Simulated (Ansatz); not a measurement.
AsFH4Si, SMILES F[SiH2][AsH2], a rigid scan of one bond length

With Ansatz 0.2.0, Python API.

Interactive session:
```pycon
>>> import ansatz as az
>>> import numpy as np
>>> params = {
...     "basis_set": "def2-SVP",
...     "functional": "cam_b3lyp",
... }
>>> geometry = (
...     az.Crystal.molecule()
...     .atom("F", (-2.1431, -0.1132, 0.2623))
...     .atom("Si", (-0.6809, -0.1961, -0.4814))
...     .atom("As", (0.9226, -0.4057, 1.1409))
...     .atom("H", (-0.5765, -1.3632, -1.3603))
...     .atom("H", (-0.4135, 1.0079, -1.2943))
...     .atom("H", (0.8275, 1.1145, 1.5546))
...     .atom("H", (2.1252, -0.1122, 0.1326))
... )
>>> symbols = [site.symbol for site in geometry.cartesian_sites]
>>> start = np.array([site.position_ang for site in geometry.cartesian_sites])
>>> axis = (start[6] - start[2]) / np.linalg.norm(start[6] - start[2])
>>> moving = [6]
>>> lengths, energies = [1.405, 1.469, 1.533, 1.597, 1.66, 1.724, 1.788, 1.884], []
>>> for length in lengths:
...     xyz = start.copy()
...     xyz[moving] += (length - np.linalg.norm(start[6] - start[2])) * axis
...     point = az.Crystal.molecule()
...     for symbol, xyz in zip(symbols, xyz):
...         point = point.atom(symbol, xyz.tolist())
...     calc = point.calculation()
...     calc = calc.basis(gaussian=params["basis_set"]).functional(params["functional"])
...     rep = calc.run(threads=1).report
...     energies.append(rep["free_energy_ev"])
...     print(f"r = {length:6.3f} A  E = {energies[-1]:.5f} eV  <S^2> = {abs(rep['mean_field']['state']['spin_squared']):.3f}")
...
r =  1.405 A  E = -71492.69731 eV  <S^2> = 0.000
r =  1.469 A  E = -71492.81955 eV  <S^2> = 0.000
r =  1.533 A  E = -71492.84634 eV  <S^2> = 0.000
r =  1.597 A  E = -71492.80159 eV  <S^2> = 0.000
r =  1.660 A  E = -71492.70556 eV  <S^2> = 0.000
r =  1.724 A  E = -71492.56923 eV  <S^2> = 0.000
r =  1.788 A  E = -71492.40478 eV  <S^2> = 0.000
r =  1.884 A  E = -71492.12337 eV  <S^2> = 0.000
>>> # quartic fit about the minimum
>>> fit = np.polynomial.Polynomial.fit(lengths, np.array(energies) - min(energies), 4).convert()
>>> roots = [r.real for r in fit.deriv().roots() if abs(r.imag) < 1e-9 and fit.deriv(2)(r.real) > 0]
>>> r_e = min(roots, key=lambda r: abs(r - lengths[int(np.argmin(energies))]))
>>> print(f"minimum of the fit at {r_e:.4f} A, force constant {fit.deriv(2)(r_e):.2f} eV/A^2")
minimum of the fit at 1.5225 A, force constant 18.37 eV/A^2
```

Notes:
- Total energies depend on the basis set; only differences at equal settings carry meaning.
- The rest of the molecule is held rigid at a force-field or estimated start geometry, and the basis set is modest; single-reference methods fail as a bond breaks.
- The orbitals are restricted, so S² is zero by construction.
- It ran for 25 s on 1 thread of Intel(R) Xeon(R) Platinum 8259CL CPU @ 2.50GHz (Skylake/Cascade Lake) (shared host), peak memory 0.26 GiB.

(Lines on the test bed's own set-up are left out of the output.)
